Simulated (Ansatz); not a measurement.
# C₂H₆F₃NZr: small, medium and large basis sets

Aim: see how fast density functionals converge with the basis set for C₂H₆F₃NZr.

Program: Ansatz 0.2.0, Gaussian basis. Level of theory: one geometry, several basis sets. These are calculated values, not measurements.

The runs, in order: PBE0-D4/def2-SVP; ωB97M-V/def2-SVP; PBE0-D4/def2-QZVPP; ωB97M-V/def2-QZVPP; the functionals' def2-TZVPP values are taken from earlier runs.

## Step 1: The geometry

All runs share one geometry, relaxed beforehand with PBE0-D4 in a triple-zeta def2 set. Zr takes the def2 core potential; no spin-orbit term is included.

SMILES `C[N](C)[Zr]([F])([F])[F]`, 13 atoms, charge 0, spin multiplicity 1.

Atoms are counted from 1 here; the program's logs count them from 0.

Bond lengths: C1–N2 1.445 Å, C1–H8 1.098 Å, C1–H9 1.094 Å, C1–H10 1.098 Å, N2–C3 1.445 Å, N2–Zr4 2.005 Å, C3–H11 1.098 Å, C3–H12 1.098 Å, C3–H13 1.094 Å, Zr4–F5 1.911 Å, Zr4–F6 1.911 Å, Zr4–F7 1.916 Å. Angles: N2–C1–H8 111.4°, N2–C1–H9 111.0°, N2–C1–H10 111.2°, H8–C1–H9 107.8°, H8–C1–H10 107.9°, H9–C1–H10 107.4°, C1–N2–C3 113.4°, C1–N2–Zr4 123.3°, C3–N2–Zr4 123.2°, N2–C3–H11 111.2°, N2–C3–H12 111.4°, N2–C3–H13 111.0°, H11–C3–H12 107.9°, H11–C3–H13 107.4°, H12–C3–H13 107.8°, N2–Zr4–F5 107.7°, N2–Zr4–F6 107.7°, N2–Zr4–F7 108.0° and more.

## Step 2: PBE0-D4 in def2-SVP

in.yaml reads:

```yaml
crystal:
  periodic: [false, false, false]
  atoms:
    - {symbol: C, position_ang: [-0.368362, -0.127905, 1.491444]}
    - {symbol: N, position_ang: [0.083029, -0.085414, 0.118908]}
    - {symbol: C, position_ang: [1.005951, -1.146865, -0.214256]}
    - {symbol: Zr, position_ang: [-0.585797, 1.249275, -1.219465]}
    - {symbol: F, position_ang: [0.774332, 1.477652, -2.541996]}
    - {symbol: F, position_ang: [-1.069274, 2.834195, -0.267992]}
    - {symbol: F, position_ang: [-2.149249, 0.519836, -2.053046]}
    - {symbol: H, position_ang: [-0.892428, -1.067249, 1.711966]}
    - {symbol: H, position_ang: [-1.055957, 0.696208, 1.703899]}
    - {symbol: H, position_ang: [0.474413, -0.040424, 2.189838]}
    - {symbol: H, position_ang: [1.906241, -1.102074, 0.412754]}
    - {symbol: H, position_ang: [0.547430, -2.134832, -0.075295]}
    - {symbol: H, position_ang: [1.329679, -1.072403, -1.256758]}
basis:
  gaussian: {orbitals: def2-SVP}
hamiltonian: {xc: pbe0, dispersion: d4}
output: {orbitals: {seedname: orbitals}}
```

The run is started by

```bash
ansatz run in.yaml --threads 2 --pin off --events-out ev --progress --plain --max-ram 32768MiB --backend cpu
```

Standard output:

```text
Functional definition: PBE0
  name "PBE0"
  cite "Adamo & Barone, J. Chem. Phys. 110, 6158 (1999) doi:10.1063/1.478522"
  cite "Perdew, Burke & Ernzerhof, Phys. Rev. Lett. 77, 3865 (1996) doi:10.1103/PhysRevLett.77.3865"
  parent pbe
  parameter a = 0.25
  parameter kappa = 0.804
  parameter beta = 0.06672455060314922
  exchange = (1 - a)*pbe_x(kappa = kappa, mu = beta*pi^2/3) + a*exact_x
  correlation = pbe_c(beta = beta)
1633 factors; their error is unknown
mean field evaluation 1: about -13067.5816 eV, gradient 7.7e1 eV
mean field evaluation 2: about -13021.2134 eV, gradient 1.7e2 eV
mean field evaluation 4: about -13079.0831 eV, gradient 7.8e0 eV
mean field evaluation 8: about -13079.1972 eV, gradient 1.4e-1 eV
mean field evaluation 16: about -13079.2257 eV, gradient 1.1e-4 eV
mean field -13079.22572116 eV, -480.6526798351 hartree, gradient 1.8e-5 eV, S^2 0.000000; 0 other end points of the search recorded, 0 dependent functions left out
reference -13079.22578178 eV, -480.6526820628 hartree; 32, 32 occupied and 113, 113 virtual orbitals, 1633 factors
Total energy: -13079.47101998 eV, -480.6616944003 hartree
```

Run time: 3.5 s. Hardware: 2 threads of AMD EPYC 7R13, shared host.

## Step 3: ωB97M-V in def2-SVP

Edit in.yaml of step 2 so:

```diff
@@ -18,3 +18,3 @@
   gaussian: {orbitals: def2-SVP}
-hamiltonian: {xc: pbe0, dispersion: d4}
+hamiltonian: {xc: {name: wB97M-V}}
 output: {orbitals: {seedname: orbitals}}
```

Same command.

Standard output:

```text
Functional definition: wB97M-V
  name "wB97M-V"
  cite "Mardirossian & Head-Gordon, J. Chem. Phys. 144, 214110 (2016) doi:10.1063/1.4952647"
  cite "Becke, J. Chem. Phys. 107, 8554 (1997) doi:10.1063/1.475007"
  cite "Vydrov & Van Voorhis, J. Chem. Phys. 133, 244103 (2010) doi:10.1063/1.3521275"
  # Of w^i u^j: cxij and so on, Table III.
  parameter omega = 0.3/bohr
  parameter cx = 0.15
  parameter cx01 = 1.007
  parameter cx10 = 0.259
  parameter css00 = 0.443
  parameter css04 = -1.437
  parameter css10 = -4.535
  parameter css20 = -3.390
  parameter css43 = 4.278
  parameter cos00 = 1.000
  parameter cos10 = 1.358
  parameter cos20 = 2.924
  parameter cos21 = -8.812
  parameter cos60 = -1.390
  parameter cos61 = 9.142
  parameter b = 6.0
  parameter c = 0.01
  gx(w, u) = 1 - cx + cx01*u + cx10*w
  gss(w, u) = css00 + css04*u^4 + css10*w + css20*w^2 + css43*w^4*u^3
  gos(w, u) = cos00 + cos10*w + (cos20 + cos21*u)*w^2 + (cos60 + cos61*u)*w^6
  exchange = spin_sum(e_x_unif_sr(omega)*gx(b97_w, b97_u_x)) + cx*exact_x_sr(omega) + exact_x_lr(omega)
  correlation = spin_sum(e_c_pw_mod_same_spin*gss(b97_w, b97_u_same))
      + integral(e_c_pw_mod_opposite_spin*gos(b97_w_opposite, b97_u_opposite)) + vv10(b, c)
1587 factors; their error is unknown
364 factors; integrals over basis functions are off by at most 8.9e-6 eV
mean field evaluation 1: about -13075.6913 eV, gradient 7.0e1 eV
mean field evaluation 2: about -13068.1511 eV, gradient 1.0e2 eV
mean field evaluation 4: about -13085.3398 eV, gradient 1.9e0 eV
mean field evaluation 8: about -13085.3526 eV, gradient 8.7e-2 eV
mean field evaluation 16: about -13085.3403 eV, gradient 6.4e-5 eV
mean field -13085.34025093 eV, -480.8773846595 hartree, gradient 6.4e-5 eV, S^2 0.000000; 0 other end points of the search recorded, 0 dependent functions left out
reference -13085.34034639 eV, -480.8773881675 hartree; 32, 32 occupied and 113, 113 virtual orbitals, 1587 factors
Total energy: -13085.34034639 eV, -480.8773881675 hartree
```

It took 13 s on 2 threads of AMD EPYC 7R13, shared host.

## Step 4: PBE0-D4 in def2-QZVPP

Edit in.yaml of step 3 so:

```diff
@@ -17,4 +17,4 @@
 basis:
-  gaussian: {orbitals: def2-SVP}
-hamiltonian: {xc: {name: wB97M-V}}
+  gaussian: {orbitals: "def2-QZVPP.json"}
+hamiltonian: {xc: pbe0, dispersion: d4}
 output: {orbitals: {seedname: orbitals}}
```

The run is started by

```bash
ansatz run in.yaml --threads 2 --pin off --events-out ev --progress --plain --max-ram 32768MiB --backend cuda --devices 0, --max-vram 18GiB
```

Standard output:

```text
Functional definition: PBE0
  name "PBE0"
  cite "Adamo & Barone, J. Chem. Phys. 110, 6158 (1999) doi:10.1063/1.478522"
  cite "Perdew, Burke & Ernzerhof, Phys. Rev. Lett. 77, 3865 (1996) doi:10.1103/PhysRevLett.77.3865"
  parent pbe
  parameter a = 0.25
  parameter kappa = 0.804
  parameter beta = 0.06672455060314922
  exchange = (1 - a)*pbe_x(kappa = kappa, mu = beta*pi^2/3) + a*exact_x
  correlation = pbe_c(beta = beta)
1896 factors; their error is unknown
mean field evaluation 1: about -13078.3996 eV, gradient 9.3e1 eV
mean field evaluation 2: about -13009.9680 eV, gradient 2.1e2 eV
mean field evaluation 4: about -13094.0791 eV, gradient 1.2e1 eV
mean field evaluation 8: about -13094.3313 eV, gradient 3.5e-1 eV
mean field evaluation 16: about -13094.3470 eV, gradient 2.4e-4 eV
mean field -13094.34695480 eV, -481.2083749219 hartree, gradient 5.6e-5 eV, S^2 0.000000; 0 other end points of the search recorded, 0 dependent functions left out
reference -13094.34700436 eV, -481.2083767431 hartree; 32, 32 occupied and 571, 571 virtual orbitals, 1896 factors
Total energy: -13094.59224256 eV, -481.2173890806 hartree
```

Run time: 11 s. Hardware: 1 × H100 (card shared with other runs) with 2 threads of AMD EPYC 7R13, shared host; peak host memory 1.1 GiB.

## Step 5: ωB97M-V in def2-QZVPP

Edit in.yaml of step 4 so:

```diff
@@ -18,3 +18,3 @@
   gaussian: {orbitals: "def2-QZVPP.json"}
-hamiltonian: {xc: pbe0, dispersion: d4}
+hamiltonian: {xc: {name: wB97M-V}}
 output: {orbitals: {seedname: orbitals}}
```

Launched as before.

Standard output:

```text
Functional definition: wB97M-V
  name "wB97M-V"
  cite "Mardirossian & Head-Gordon, J. Chem. Phys. 144, 214110 (2016) doi:10.1063/1.4952647"
  cite "Becke, J. Chem. Phys. 107, 8554 (1997) doi:10.1063/1.475007"
  cite "Vydrov & Van Voorhis, J. Chem. Phys. 133, 244103 (2010) doi:10.1063/1.3521275"
  # Of w^i u^j: cxij and so on, Table III.
  parameter omega = 0.3/bohr
  parameter cx = 0.15
  parameter cx01 = 1.007
  parameter cx10 = 0.259
  parameter css00 = 0.443
  parameter css04 = -1.437
  parameter css10 = -4.535
  parameter css20 = -3.390
  parameter css43 = 4.278
  parameter cos00 = 1.000
  parameter cos10 = 1.358
  parameter cos20 = 2.924
  parameter cos21 = -8.812
  parameter cos60 = -1.390
  parameter cos61 = 9.142
  parameter b = 6.0
  parameter c = 0.01
  gx(w, u) = 1 - cx + cx01*u + cx10*w
  gss(w, u) = css00 + css04*u^4 + css10*w + css20*w^2 + css43*w^4*u^3
  gos(w, u) = cos00 + cos10*w + (cos20 + cos21*u)*w^2 + (cos60 + cos61*u)*w^6
  exchange = spin_sum(e_x_unif_sr(omega)*gx(b97_w, b97_u_x)) + cx*exact_x_sr(omega) + exact_x_lr(omega)
  correlation = spin_sum(e_c_pw_mod_same_spin*gss(b97_w, b97_u_same))
      + integral(e_c_pw_mod_opposite_spin*gos(b97_w_opposite, b97_u_opposite)) + vv10(b, c)
1852 factors; their error is unknown
463 factors; integrals over basis functions are off by at most 2.0e-5 eV
mean field evaluation 1: about -13088.3663 eV, gradient 8.4e1 eV
mean field evaluation 2: about -13077.4745 eV, gradient 1.2e2 eV
mean field evaluation 4: about -13100.8243 eV, gradient 2.5e0 eV
mean field evaluation 8: about -13100.8428 eV, gradient 1.4e-1 eV
mean field evaluation 16: about -13100.8473 eV, gradient 2.0e-4 eV
mean field -13100.84732035 eV, -481.4472589495 hartree, gradient 2.2e-5 eV, S^2 0.000000; 0 other end points of the search recorded, 0 dependent functions left out
reference -13100.84740416 eV, -481.4472620294 hartree; 32, 32 occupied and 571, 571 virtual orbitals, 1852 factors
Total energy: -13100.84740416 eV, -481.4472620294 hartree
```

Run time: 16 s. Hardware: 1 × H100 (card shared with other runs) with 2 threads of AMD EPYC 7R13, shared host; peak host memory 1.3 GiB.

## Step 6: Functionals by basis

The def2-TZVPP values come from earlier runs at the same geometry.

```tsv
functional	basis	functions	energy (eV)	from the largest (eV)	HOMO (eV)	LUMO (eV)
PBE0-D4	def2-SVP	145	-13079.4710	15.121	-7.01	-0.80
PBE0-D4	def2-TZVPP	326	-13093.8535	0.739	-7.07	-0.85
PBE0-D4	def2-QZVPP	603	-13094.5922	0.000	-7.08	-0.84
ωB97M-V	def2-SVP	145	-13085.3403	15.507	-9.26	0.85
ωB97M-V	def2-TZVPP	326	-13100.1458	0.702	-9.32	0.62
ωB97M-V	def2-QZVPP	603	-13100.8474	0.000	-9.33	0.51
```

## Step 7: Results

| quantity | value |
| --- | --- |
| PBE0-D4: double and triple zeta above quadruple | 15.12, 0.74 eV |
| ωB97M-V: double and triple zeta above quadruple | 15.51, 0.70 eV |

For PBE0-D4 the step from double to triple zeta gains 14.38 eV and the next only 0.74 eV. Total energies overstate the basis error of differences, where much of it tends to cancel.
